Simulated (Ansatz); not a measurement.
# Si20H28 off sphere (Si₂₀H₂₈): the relaxed shape and its frontier levels

What does Si20H28 off sphere (Si₂₀H₂₈) look like as a singlet, and where do its frontier electrons sit?

Method: RKS PBE0-D4/def2-SVP; program: Ansatz 0.2.0, Gaussian basis.

The runs, in order: relaxation at PBE-D4/def2-SVP; a single point at PBE0-D4/def2-SVP.

## 1. Starting geometry

48 atoms, charge 0, spin multiplicity 1.

Atoms are counted from 1 here; the program's logs count them from 0.

Bond lengths: Si1–Si12 2.332 Å, Si1–Si13 2.316 Å, Si1–H21 1.471 Å, Si1–H22 1.471 Å, Si2–Si11 2.313 Å, Si2–Si15 2.316 Å, Si2–H23 1.471 Å, Si2–H24 1.472 Å, Si3–Si14 2.333 Å, Si3–Si16 2.332 Å, Si3–H25 1.469 Å, Si3–H26 1.469 Å, Si4–Si12 2.356 Å, Si4–Si17 2.337 Å, Si4–Si18 2.333 Å, Si4–H27 1.477 Å, Si5–Si14 2.355 Å, Si5–Si17 2.336 Å and more. Angles: Si12–Si1–Si13 112.6°, Si12–Si1–H21 111.0°, Si12–Si1–H22 109.0°, Si13–Si1–H21 111.4°, Si13–Si1–H22 109.2°, H21–Si1–H22 103.2°, Si11–Si2–Si15 114.3°, Si11–Si2–H23 112.5°, Si11–Si2–H24 107.3°, Si15–Si2–H23 111.3°, Si15–Si2–H24 107.4°, H23–Si2–H24 103.1°, Si14–Si3–Si16 109.0°, Si14–Si3–H25 110.9°, Si14–Si3–H26 111.8°, Si16–Si3–H25 110.8°, Si16–Si3–H26 111.4°, H25–Si3–H26 102.9° and more.

The start is a GFN2-xTB geometry.

## 2. Relaxation at PBE-D4/def2-SVP

in.yaml

```yaml
crystal:
  periodic: [false, false, false]
  atoms:
    - {symbol: Si, position_ang: [-3.904280, 2.006860, -0.258230]}
    - {symbol: Si, position_ang: [-1.434630, -3.148450, 2.814990]}
    - {symbol: Si, position_ang: [1.717080, -3.408640, -0.350970]}
    - {symbol: Si, position_ang: [-1.055230, 2.077780, -3.019200]}
    - {symbol: Si, position_ang: [1.603150, -0.622970, -3.019990]}
    - {symbol: Si, position_ang: [-1.112030, -0.688020, -0.301440]}
    - {symbol: Si, position_ang: [-1.128670, 1.944370, 2.465840]}
    - {symbol: Si, position_ang: [1.613440, -0.796490, 2.438830]}
    - {symbol: Si, position_ang: [1.627490, 2.032660, -0.330650]}
    - {symbol: Si, position_ang: [4.384260, -0.683250, -0.232610]}
    - {symbol: Si, position_ang: [-2.467260, -1.944270, 1.131200]}
    - {symbol: Si, position_ang: [-2.440650, 0.795340, -1.610490]}
    - {symbol: Si, position_ang: [-2.814250, 3.148540, 1.435940]}
    - {symbol: Si, position_ang: [0.331050, -2.032880, -1.627540]}
    - {symbol: Si, position_ang: [0.260720, -2.006500, 3.903060]}
    - {symbol: Si, position_ang: [3.019860, -2.078170, 1.053210]}
    - {symbol: Si, position_ang: [0.228700, 0.682720, -4.385430]}
    - {symbol: Si, position_ang: [0.351360, 3.408300, -1.717620]}
    - {symbol: Si, position_ang: [3.018650, 0.623780, -1.605880]}
    - {symbol: Si, position_ang: [0.302040, 0.685190, 1.111520]}
    - {symbol: H, position_ang: [-4.739650, 2.911510, -1.063200]}
    - {symbol: H, position_ang: [-4.884310, 1.083000, 0.333520]}
    - {symbol: H, position_ang: [-2.396210, -3.717640, 3.771750]}
    - {symbol: H, position_ang: [-0.834800, -4.341480, 2.195440]}
    - {symbol: H, position_ang: [2.564950, -4.244000, -1.212350]}
    - {symbol: H, position_ang: [0.948250, -4.400850, 0.412330]}
    - {symbol: H, position_ang: [-1.902870, 2.948450, -3.858020]}
    - {symbol: H, position_ang: [2.467950, -1.473020, -3.863110]}
    - {symbol: H, position_ang: [-1.753210, 0.960000, 3.373880]}
    - {symbol: H, position_ang: [-0.333360, 2.779550, 3.376050]}
    - {symbol: H, position_ang: [2.512760, 0.067370, 3.235280]}
    - {symbol: H, position_ang: [2.497240, 2.859110, 0.528120]}
    - {symbol: H, position_ang: [5.375890, -1.442580, -1.009190]}
    - {symbol: H, position_ang: [5.224090, 0.160070, 0.630180]}
    - {symbol: H, position_ang: [-3.377170, -2.779720, 0.336150]}
    - {symbol: H, position_ang: [-3.371190, -0.957130, 1.756640]}
    - {symbol: H, position_ang: [-3.236000, -0.067700, -2.511640]}
    - {symbol: H, position_ang: [-3.769730, 3.717610, 2.399280]}
    - {symbol: H, position_ang: [-2.193140, 4.340530, 0.835500]}
    - {symbol: H, position_ang: [-0.529450, -2.859880, -2.495730]}
    - {symbol: H, position_ang: [1.064700, -2.909690, 4.740440]}
    - {symbol: H, position_ang: [-0.329610, -1.082830, 4.883740]}
    - {symbol: H, position_ang: [3.859340, -2.948600, 1.900490]}
    - {symbol: H, position_ang: [-0.634250, -0.161260, -5.224970]}
    - {symbol: H, position_ang: [1.005720, 1.443790, -5.375500]}
    - {symbol: H, position_ang: [1.212160, 4.243120, -2.567300]}
    - {symbol: H, position_ang: [-0.410010, 4.403310, -0.949890]}
    - {symbol: H, position_ang: [3.861100, 1.473030, -2.472450]}
basis:
  gaussian: {orbitals: def2-SVP, fitting: {mean_field: def2-universal-jkfit}}
hamiltonian: {xc: pbe, dispersion: d4}
scf: {lower_state_search: "off"}
output: {orbitals: {seedname: orbitals}}
relax: {f_tol: 0.03, max_steps: 70}
```

Run with:

```console
$ ansatz run in.yaml --threads 2 --pin off --events-out ev --progress --plain --max-ram 20480MiB --backend cuda --devices 0, --max-vram 18GiB
```

Standard output:

```text
Functional definition: PBE
  name "PBE"
  cite "Perdew, Burke & Ernzerhof, Phys. Rev. Lett. 77, 3865 (1996) doi:10.1103/PhysRevLett.77.3865"
  parent pbe
  parameter kappa = 0.804
  parameter beta = 0.06672455060314922
  exchange = pbe_x(kappa = kappa, mu = beta*pi^2/3)
  correlation = pbe_c(beta = beta)
these checks for a lower state are left out or cut short: stability, starts, cluster_reference, orbital_swaps, neighbouring_geometries, increment
3064 factors; integrals over basis functions are off by at most 3.0e-1 eV
mean field evaluation 1: about -157876.4243 eV, gradient 3.6e1 eV
mean field evaluation 2: about -157877.6040 eV, gradient 3.6e1 eV
mean field evaluation 4: about -157882.1598 eV, gradient 2.5e0 eV
mean field evaluation 8: about -157882.1663 eV, gradient 1.1e-1 eV
mean field evaluation 16: about -157882.1664 eV, gradient 6.9e-5 eV
mean field -157882.16638398 eV, -5802.0625982354 hartree, gradient 2.6e-6 eV, S^2 0.000000; 0 other end points of the search recorded, 0 dependent functions left out
the calculation of the forces begins
reference -157882.16646845 eV, -5802.0626013394 hartree; 154, 154 occupied and 346, 346 virtual orbitals, 3064 factors
relax step   1: F+E_penalty+E_count = -157885.52421135 eV  Δ(F+E_penalty+E_count) = +0.000e0 eV  max|allowed force component| = 6.816e-1 eV/Å  Δτ_max = 0.0000 Å  (18 SCF iters, accepted)
these checks for a lower state are left out or cut short: stability, starts, cluster_reference, orbital_swaps, neighbouring_geometries, increment
3064 factors; integrals over basis functions are off by at most 3.2e-1 eV
mean field -157882.69938946 eV, -5802.0821858252 hartree, gradient 2.4e-6 eV, S^2 0.000000; 0 other end points of the search recorded, 0 dependent functions left out
the calculation of the forces begins
reference -157882.69947378 eV, -5802.0821889240 hartree; 154, 154 occupied and 346, 346 virtual orbitals, 3064 factors
relax step   2: F+E_penalty+E_count = -157886.10001335 eV  Δ(F+E_penalty+E_count) = -5.758e-1 eV  max|allowed force component| = 3.702e-1 eV/Å  Δτ_max = 0.1732 Å  (20 SCF iters, accepted)
these checks for a lower state are left out or cut short: stability, starts, cluster_reference, orbital_swaps, neighbouring_geometries, increment
3064 factors; integrals over basis functions are off by at most 3.2e-1 eV
mean field evaluation 32: about -157882.8379 eV, gradient 3.2e-4 eV
mean field -157882.83791053 eV, -5802.0872763807 hartree, gradient 2.0e-6 eV, S^2 0.000000; 0 other end points of the search recorded, 0 dependent functions left out
the calculation of the forces begins
reference -157882.83799506 eV, -5802.0872794871 hartree; 154, 154 occupied and 346, 346 virtual orbitals, 3064 factors
relax step   3: F+E_penalty+E_count = -157886.23334568 eV  Δ(F+E_penalty+E_count) = -1.333e-1 eV  max|allowed force component| = 5.898e-2 eV/Å  Δτ_max = 0.1018 Å  (19 SCF iters, accepted)
these checks for a lower state are left out or cut short: stability, starts, cluster_reference, orbital_swaps, neighbouring_geometries, increment
3064 factors; integrals over basis functions are off by at most 3.2e-1 eV
mean field -157882.84865024 eV, -5802.0876710577 hartree, gradient 2.3e-6 eV, S^2 0.000000; 0 other end points of the search recorded, 0 dependent functions left out
the calculation of the forces begins
reference -157882.84873471 eV, -5802.0876741620 hartree; 154, 154 occupied and 346, 346 virtual orbitals, 3064 factors
relax step   4: F+E_penalty+E_count = -157886.23541107 eV  Δ(F+E_penalty+E_count) = -2.065e-3 eV  max|allowed force component| = 1.861e-2 eV/Å  Δτ_max = 0.0896 Å  (19 SCF iters, accepted)
these checks for a lower state are left out or cut short: stability, starts, cluster_reference, orbital_swaps, neighbouring_geometries, increment
3064 factors; integrals over basis functions are off by at most 3.2e-1 eV
mean field -157882.84695843 eV, -5802.0876088850 hartree, gradient 2.2e-6 eV, S^2 0.000000; 0 other end points of the search recorded, 0 dependent functions left out
the calculation of the forces begins
reference -157882.84704290 eV, -5802.0876119893 hartree; 154, 154 occupied and 346, 346 virtual orbitals, 3064 factors
relax step   5: F+E_penalty+E_count = -157886.23784925 eV  Δ(F+E_penalty+E_count) = -2.438e-3 eV  max|allowed force component| = 1.402e-2 eV/Å  Δτ_max = 0.0430 Å  (19 SCF iters, accepted)
Total energy: -157886.23793372 eV, -5802.2122249285 hartree
Atom 0 at    -3.886575     1.932956    -0.275912 Å, force    -0.008621     0.002512     0.006549 eV/Å
Atom 1 at    -1.386293    -3.159389     2.754769 Å, force     0.009441    -0.010016    -0.003496 eV/Å
Atom 2 at     1.680507    -3.431049    -0.367575 Å, force     0.009489    -0.003204    -0.000822 eV/Å
Atom 3 at    -1.062614     2.082599    -2.977626 Å, force    -0.004489     0.003538    -0.002805 eV/Å
Atom 4 at     1.601633    -0.672439    -2.971103 Å, force     0.004718    -0.003677    -0.014022 eV/Å
Atom 5 at    -1.083289    -0.677055    -0.271214 Å, force    -0.005045    -0.003869    -0.012425 eV/Å
Atom 6 at    -1.135209     1.884805     2.529726 Å, force    -0.009850    -0.005372     0.001332 eV/Å
Atom 7 at     1.640751    -0.700171     2.414774 Å, force    -0.001085     0.005350     0.006984 eV/Å
Atom 8 at     1.628300     2.055106    -0.249043 Å, force    -0.000735     0.004346     0.001456 eV/Å
Atom 9 at     4.343703    -0.685929    -0.256909 Å, force     0.001259    -0.011432    -0.001812 eV/Å
Atom 10 at    -2.529188    -1.884051     1.137413 Å, force    -0.001342     0.005045     0.009896 eV/Å
Atom 11 at    -2.415818     0.700041    -1.639041 Å, force    -0.006971    -0.005336     0.000973 eV/Å
Atom 12 at    -2.753401     3.159674     1.387499 Å, force     0.003319     0.010316    -0.009183 eV/Å
Atom 13 at     0.247804    -2.055223    -1.628255 Å, force    -0.001672    -0.004507     0.001019 eV/Å
Atom 14 at     0.278398    -1.932962     3.886390 Å, force    -0.006630    -0.002495     0.008648 eV/Å
Atom 15 at     2.978311    -2.082827     1.060632 Å, force     0.002744    -0.003564     0.004497 eV/Å
Atom 16 at     0.253778     0.685419    -4.343839 Å, force     0.001857     0.011397    -0.001397 eV/Å
Atom 17 at     0.366949     3.430797    -1.681316 Å, force     0.000984     0.003144    -0.009151 eV/Å
Atom 18 at     2.970119     0.672129    -1.603698 Å, force     0.014016     0.003564    -0.004745 eV/Å
Atom 19 at     0.272193     0.677132     1.083200 Å, force     0.012252     0.003971     0.004797 eV/Å
Atom 20 at    -4.697794     2.882449    -1.124289 Å, force     0.002083    -0.002552     0.004283 eV/Å
Atom 21 at    -4.843303     0.979083     0.395478 Å, force     0.003422     0.003671    -0.003895 eV/Å
Atom 22 at    -2.379895    -3.680485     3.765651 Å, force     0.004639    -0.004757    -0.006294 eV/Å
Atom 23 at    -0.749276    -4.346828     2.080412 Å, force    -0.001421     0.004564     0.000467 eV/Å
Atom 24 at     2.605108    -4.162190    -1.311791 Å, force    -0.004870     0.002238     0.002055 eV/Å
Atom 25 at     0.908245    -4.458933     0.418775 Å, force     0.000135     0.001840    -0.000848 eV/Å
Atom 26 at    -1.939991     2.960375    -3.840941 Å, force    -0.002311     0.000135     0.002694 eV/Å
Atom 27 at     2.491856    -1.546595    -3.826212 Å, force    -0.001230     0.001576     0.004580 eV/Å
Atom 28 at    -1.845958     0.890528     3.414836 Å, force    -0.002200    -0.001161    -0.000631 eV/Å
Atom 29 at    -0.303350     2.778723     3.416925 Å, force    -0.004722    -0.003253    -0.001994 eV/Å
Atom 30 at     2.557788     0.184119     3.230575 Å, force    -0.004063     0.002609    -0.006025 eV/Å
Atom 31 at     2.514611     2.889169     0.647248 Å, force    -0.001669    -0.000345    -0.000561 eV/Å
Atom 32 at     5.256903    -1.517920    -1.124853 Å, force    -0.006838     0.005391     0.002409 eV/Å
Atom 33 at     5.196902     0.179087     0.638690 Å, force    -0.002523    -0.003267    -0.004193 eV/Å
Atom 34 at    -3.417714    -2.777435     0.306388 Å, force     0.002113     0.003305     0.004729 eV/Å
Atom 35 at    -3.413056    -0.889210     1.848935 Å, force     0.000662     0.001162     0.002172 eV/Å
Atom 36 at    -3.232050    -0.184421    -2.555534 Å, force     0.006007    -0.002579     0.004143 eV/Å
Atom 37 at    -3.763371     3.681385     2.381713 Å, force     0.006329     0.004735    -0.004672 eV/Å
Atom 38 at    -2.079335     4.346761     0.749492 Å, force    -0.000571    -0.004681     0.001340 eV/Å
Atom 39 at    -0.649251    -2.889208    -2.513868 Å, force     0.000563     0.000373     0.001653 eV/Å
Atom 40 at     1.127213    -2.882498     4.697100 Å, force    -0.004283     0.002544    -0.002065 eV/Å
Atom 41 at    -0.392196    -0.978912     4.843496 Å, force     0.003979    -0.003548    -0.003255 eV/Å
Atom 42 at     3.842188    -2.960605     1.937465 Å, force    -0.002776    -0.000097     0.002249 eV/Å
Atom 43 at    -0.642525    -0.179775    -5.196120 Å, force     0.004169     0.003270     0.002548 eV/Å
Atom 44 at     1.121006     1.517151    -5.257954 Å, force    -0.002401    -0.005313     0.006886 eV/Å
Atom 45 at     1.310799     4.161032    -2.607009 Å, force    -0.002013    -0.002104     0.004959 eV/Å
Atom 46 at    -0.418262     4.459421    -0.908880 Å, force     0.000708    -0.001904    -0.000257 eV/Å
Atom 47 at     3.824642     1.546139    -2.494623 Å, force    -0.004555    -0.001565     0.001232 eV/Å
Dipole moment:     0.011882    -0.000033    -0.011908 e Å
Checks for a lower state left out: stability, starts, cluster_reference, orbital_swaps, neighbouring_geometries, increment
```

Wall time 24 s (1 × H100 (card shared with other runs) with 2 threads of AMD EPYC 7R13, shared host); peak host memory 1.1 GiB.

The steps of the relaxation:

| step | energy from step 1 (eV) | largest force component (eV/Å) |
| --- | --- | --- |
| 1 | 0.0000 | 0.6816 |
| 2 | -0.5758 | 0.3702 |
| 3 | -0.7091 | 0.0590 |
| 4 | -0.7112 | 0.0186 |
| 5 | -0.7136 | 0.0140 |

The force was under the threshold of 0.03 eV/Å already at step 4, but the program went on to step 5.

Close pairs (by a distance rule), those that changed most:

| bond | before (Å) | after (Å) | change (Å) |
| --- | --- | --- | --- |
| Si6–Si20 | 2.425 | 2.346 | -0.079 |
| Si2–Si11 | 2.313 | 2.356 | +0.042 |
| Si7–Si13 | 2.313 | 2.356 | +0.042 |
| Si1–Si13 | 2.316 | 2.357 | +0.042 |
| Si2–Si15 | 2.316 | 2.357 | +0.041 |
| Si3–H25 | 1.469 | 1.510 | +0.041 |
| Si18–H46 | 1.470 | 1.510 | +0.041 |
| Si11–H35 | 1.469 | 1.509 | +0.040 |

Bonds by kind at the end (by distance):

| bond | count | shortest (Å) | longest (Å) |
| --- | --- | --- | --- |
| Si–Si | 26 | 2.346 | 2.357 |
| H–Si | 28 | 1.507 | 1.513 |

## 3. Single point, PBE0-D4/def2-SVP

start.molden holds the orbitals of an earlier run on this state, given as this run's starting guess.

in.yaml

```yaml
crystal:
  periodic: [false, false, false]
  atoms:
    - {symbol: Si, position_ang: [-3.886575, 1.932956, -0.275912]}
    - {symbol: Si, position_ang: [-1.386293, -3.159389, 2.754769]}
    - {symbol: Si, position_ang: [1.680507, -3.431049, -0.367575]}
    - {symbol: Si, position_ang: [-1.062614, 2.082599, -2.977626]}
    - {symbol: Si, position_ang: [1.601633, -0.672439, -2.971103]}
    - {symbol: Si, position_ang: [-1.083289, -0.677055, -0.271214]}
    - {symbol: Si, position_ang: [-1.135209, 1.884805, 2.529726]}
    - {symbol: Si, position_ang: [1.640751, -0.700171, 2.414774]}
    - {symbol: Si, position_ang: [1.628300, 2.055106, -0.249043]}
    - {symbol: Si, position_ang: [4.343703, -0.685929, -0.256909]}
    - {symbol: Si, position_ang: [-2.529188, -1.884051, 1.137413]}
    - {symbol: Si, position_ang: [-2.415818, 0.700041, -1.639041]}
    - {symbol: Si, position_ang: [-2.753401, 3.159674, 1.387499]}
    - {symbol: Si, position_ang: [0.247804, -2.055223, -1.628255]}
    - {symbol: Si, position_ang: [0.278398, -1.932962, 3.886390]}
    - {symbol: Si, position_ang: [2.978311, -2.082827, 1.060632]}
    - {symbol: Si, position_ang: [0.253778, 0.685419, -4.343839]}
    - {symbol: Si, position_ang: [0.366949, 3.430797, -1.681316]}
    - {symbol: Si, position_ang: [2.970119, 0.672129, -1.603698]}
    - {symbol: Si, position_ang: [0.272193, 0.677132, 1.083200]}
    - {symbol: H, position_ang: [-4.697794, 2.882449, -1.124289]}
    - {symbol: H, position_ang: [-4.843303, 0.979083, 0.395478]}
    - {symbol: H, position_ang: [-2.379895, -3.680485, 3.765651]}
    - {symbol: H, position_ang: [-0.749276, -4.346828, 2.080412]}
    - {symbol: H, position_ang: [2.605108, -4.162190, -1.311791]}
    - {symbol: H, position_ang: [0.908245, -4.458933, 0.418775]}
    - {symbol: H, position_ang: [-1.939991, 2.960375, -3.840941]}
    - {symbol: H, position_ang: [2.491856, -1.546595, -3.826212]}
    - {symbol: H, position_ang: [-1.845958, 0.890528, 3.414836]}
    - {symbol: H, position_ang: [-0.303350, 2.778723, 3.416925]}
    - {symbol: H, position_ang: [2.557788, 0.184119, 3.230575]}
    - {symbol: H, position_ang: [2.514611, 2.889169, 0.647248]}
    - {symbol: H, position_ang: [5.256903, -1.517920, -1.124853]}
    - {symbol: H, position_ang: [5.196902, 0.179087, 0.638690]}
    - {symbol: H, position_ang: [-3.417714, -2.777435, 0.306388]}
    - {symbol: H, position_ang: [-3.413056, -0.889210, 1.848935]}
    - {symbol: H, position_ang: [-3.232050, -0.184421, -2.555534]}
    - {symbol: H, position_ang: [-3.763371, 3.681385, 2.381713]}
    - {symbol: H, position_ang: [-2.079335, 4.346761, 0.749492]}
    - {symbol: H, position_ang: [-0.649251, -2.889208, -2.513868]}
    - {symbol: H, position_ang: [1.127213, -2.882498, 4.697100]}
    - {symbol: H, position_ang: [-0.392196, -0.978912, 4.843496]}
    - {symbol: H, position_ang: [3.842188, -2.960605, 1.937465]}
    - {symbol: H, position_ang: [-0.642525, -0.179775, -5.196120]}
    - {symbol: H, position_ang: [1.121006, 1.517151, -5.257954]}
    - {symbol: H, position_ang: [1.310799, 4.161032, -2.607009]}
    - {symbol: H, position_ang: [-0.418262, 4.459421, -0.908880]}
    - {symbol: H, position_ang: [3.824642, 1.546139, -2.494623]}
basis:
  gaussian: {orbitals: def2-SVP, fitting: {mean_field: def2-universal-jkfit}, initial_orbitals: start.molden}
hamiltonian: {xc: pbe0, dispersion: d4}
scf: {omitted_lower_state_checks: [starts]}
output: {orbitals: {seedname: orbitals}}
```

Launched as before.

Standard output:

```text
Functional definition: PBE0
  name "PBE0"
  cite "Adamo & Barone, J. Chem. Phys. 110, 6158 (1999) doi:10.1063/1.478522"
  cite "Perdew, Burke & Ernzerhof, Phys. Rev. Lett. 77, 3865 (1996) doi:10.1103/PhysRevLett.77.3865"
  parent pbe
  parameter a = 0.25
  parameter kappa = 0.804
  parameter beta = 0.06672455060314922
  exchange = (1 - a)*pbe_x(kappa = kappa, mu = beta*pi^2/3) + a*exact_x
  correlation = pbe_c(beta = beta)
these checks for a lower state are left out or cut short: starts
3064 factors; integrals over basis functions are off by at most 3.2e-1 eV
mean field evaluation 1: about -157899.0298 eV, gradient 1.4e1 eV
mean field evaluation 2: about -157899.4318 eV, gradient 4.2e-1 eV
mean field evaluation 4: about -157899.4110 eV, gradient 1.4e-3 eV
mean field -157899.41104575 eV, -5802.6963278666 hartree, gradient 1.7e-5 eV, S^2 0.000000; 0 other end points of the search recorded, 0 dependent functions left out
reference -157899.41110928 eV, -5802.6963302013 hartree; 154, 154 occupied and 346, 346 virtual orbitals, 3064 factors
Total energy: -157902.50602969 eV, -5802.8100664283 hartree
Checks for a lower state left out: starts
```

Run time: 3.9 s. Hardware: 1 × H100 (card shared with other runs) with 2 threads of AMD EPYC 7R13, shared host; peak host memory 1 GiB.

Report: HOMO -7.14 eV, LUMO -1.47 eV.

Mulliken charges, from this run's orbitals:

Si1 0.08; Si2 0.05; Si3 0.10; Si4 -0.09; Si5 -0.07; Si6 -0.26; Si7 0.13; Si8 -0.01; Si9 0.00; Si10 0.13; Si11 0.13; Si12 -0.01; Si13 0.05; Si14 0.00; Si15 0.08; Si16 -0.09; Si17 0.13; Si18 0.10; Si19 -0.07; Si20 -0.26; H21 -0.02; H22 -0.01; H23 -0.02; H24 -0.02; H25 -0.01; H26 -0.01; H27 0.01; H28 0.01; H29 -0.02; H30 -0.01; H31 0.02; H32 0.02; H33 -0.01; H34 -0.01; H35 -0.01; H36 -0.02; H37 0.02; H38 -0.02; H39 -0.02; H40 0.02; H41 -0.02; H42 -0.01; H43 0.01; H44 -0.01; H45 -0.01; H46 -0.01; H47 -0.01; H48 0.01

Largest Mayer bond orders: Si2–Si11 0.95; Si7–Si13 0.95; Si1–Si13 0.95; Si2–Si15 0.95; Si7–H30 0.95; Si11–H35 0.95; Si1–H21 0.95; Si2–H23 0.95; Si13–H38 0.95; Si15–H41 0.95.

Orbitals, density, ELF and potential are computed afterwards from the orbital file.

Frontier orbitals at PBE0-D4/def2-SVP, with the share of their density that lies nearest to each atom:

| orbital | energy (eV) | lies on |
| --- | --- | --- |
| HOMO-1 | -7.27 | 5 Si atoms about 8 % each; Si14 6 % |
| HOMO | -7.14 | 4 Si atoms about 9 % each |
| LUMO | -1.47 | 4 Si atoms about 7 % each |

ELF in a plane through or near 9 of the atoms.

Values, 10 rows by 14 columns:
```
0.00 0.00 0.00 0.00 0.00 0.00 0.00 0.00 0.00 0.00 0.00 0.00 0.00 0.00
0.00 0.00 0.00 0.34 0.94 0.05 0.02 0.79 0.39 0.00 0.00 0.00 0.00 0.00
0.00 0.00 0.00 0.45 0.97 0.54 0.59 0.94 0.62 0.00 0.21 0.02 0.00 0.00
0.00 0.02 0.26 0.28 0.74 0.46 0.64 0.48 0.38 0.27 0.93 0.28 0.00 0.00
0.00 0.54 1.00 0.78 0.41 0.18 0.11 0.52 0.55 0.37 0.18 0.18 0.01 0.00
0.00 0.00 0.01 0.16 0.10 0.22 0.36 0.34 0.24 0.02 0.14 0.04 0.00 0.00
0.00 0.27 0.98 0.70 0.81 0.44 0.34 0.85 0.64 0.43 0.82 0.35 0.00 0.00
0.00 0.21 0.96 0.49 0.98 0.46 0.79 0.94 0.74 0.16 0.25 0.09 0.00 0.00
0.00 0.00 0.00 0.05 0.80 0.04 0.26 0.73 0.02 0.67 1.00 0.31 0.00 0.00
0.00 0.00 0.00 0.00 0.00 0.00 0.00 0.00 0.00 0.00 0.01 0.00 0.00 0.00
```
The map spans 15.1 Å across and 14.2 Å up, centred on the molecule. Atoms in the plane (x, y in Å): Si2 (3.0, -2.9), Si3 (3.2, 1.4), Si5 (-0.2, 3.2), Si6 (-0.1, -0.6), Si12 (-2.5, -0.5), Si17 (-2.5, 3.3), H22 (-2.8, -3.7), H36 (-0.1, -3.7), H45 (-3.1, 4.5).

## 4. Outcome

| quantity | value |
| --- | --- |
| point group | C2 |
| commonest bond, hydrogen aside | Si–Si, 26 of mean length 2.354 Å |
| HOMO, LUMO at PBE0-D4/def2-SVP | -7.14, -1.47 eV |
| dipole at PBE-D4/def2-SVP | 0.08 D |

What this shows: The molecule keeps its bonding pattern by the stored test; the atoms moved 0.09 Å (rms). No usable vibrations, so a minimum isn't proven. The HOMO lies nearest to 4 Si atoms about 9 % each and the LUMO to 4 Si atoms about 7 % each. Whether this spin is the lowest isn't tested here. The point group is read from a loosely relaxed geometry; soft torsions can leave it below the true symmetry.
